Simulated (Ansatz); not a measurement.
# AlSiGe+ (quintet): from Hartree-Fock to the top rungs, cc-pVTZ

Aim: climb from Hartree-Fock through coupled cluster for AlSiGe+ (quintet) at one geometry and basis, and see what each rung misses.

Computed with Ansatz 0.2.0, Gaussian basis. Level: cc-pVTZ, core rule «outside noble gas», up to 24 orbitals frozen.

Plan: UHF; CCSD(T) on ROHF; CCSD(T) on UHF; BCCD(T) on ROHF; CCSDT(Q) on ROHF; CCSDT(Q) on UHF.

4 further runs of the same task are left out: 2 for a known fault of the program, 2 set aside as unsound or not needed.

## 1. The geometry

The geometry is a PBE0/def2-TZVP stationary point (not a proven minimum) of the parent state, kept for this charge and spin. No spin-orbit coupling is included. The filled d shell of Ge may be among the frozen orbitals whatever the setting's name suggests; the logs give the count.

3 atoms, charge 1, spin multiplicity 5.

Atoms are counted from 1 here; the program's logs count them from 0.

Bond lengths: Al1–Ge2 2.513 Å, Al1–Si3 2.456 Å, Ge2–Si3 2.302 Å. Angles: Ge2–Al1–Si3 55.2°, Al1–Ge2–Si3 61.2°, Al1–Si3–Ge2 63.7°.

## 2. UHF

in.yaml reads:

```yaml
crystal:
  periodic: [false, false, false]
  atoms:
    - {symbol: Al, position_ang: [0.000000, 1.074473, 1.436120]}
    - {symbol: Ge, position_ang: [0.000000, 0.113115, -0.885814]}
    - {symbol: Si, position_ang: [0.000000, -1.324798, 0.911389]}
basis:
  gaussian: {orbitals: cc-pVTZ}
total_charge: 1
magnetization: {spin_polarized: true, initial_magnetization: 4}
hamiltonian: {xc: hf}
output: {orbitals: {seedname: orbitals}}
```

Run with:

```
> ansatz run in.yaml --threads 1 --pin off --events-out ev --progress --plain --max-ram 2816MiB --backend cpu
```

Further steps of the session: CCSD(T) on ROHF; CCSD(T) on UHF; BCCD(T) on ROHF; CCSDT(Q) on ROHF; CCSDT(Q) on UHF.

Q: Predict the results of all the runs planned. Wanted: UCCSDT(Q) below the RHF energy; RMP2 from UCCSDT(Q); UMP2 from UCCSDT(Q); RCCSD from UCCSDT(Q); RCCSD(T) from UCCSDT(Q); UCCSD(T) from UCCSDT(Q); RCCSDT(Q) from UCCSDT(Q); T1 diagnostic.

As calculated:

```
                         quantity              value
   UCCSDT(Q) below the RHF energy         -6.7517 eV
              RMP2 from UCCSDT(Q)        +1167.1 meV
              UMP2 from UCCSDT(Q)        +1258.2 meV
             RCCSD from UCCSDT(Q)         +528.8 meV
          RCCSD(T) from UCCSDT(Q)          +90.9 meV
          UCCSD(T) from UCCSDT(Q)          +84.4 meV
         RCCSDT(Q) from UCCSDT(Q)          +10.5 meV
levels within 1 kcal/mol (43 meV)  UCCSDT, RCCSDT(Q)
                    T1 diagnostic              0.027
```

What this shows: RCCSD(T) lands +90.9 meV from the yardstick (1.3 % of the correlation energy). These misses are within one basis, not against nature; the frozen cores of restricted and unrestricted runs differ, which can shift their rows.
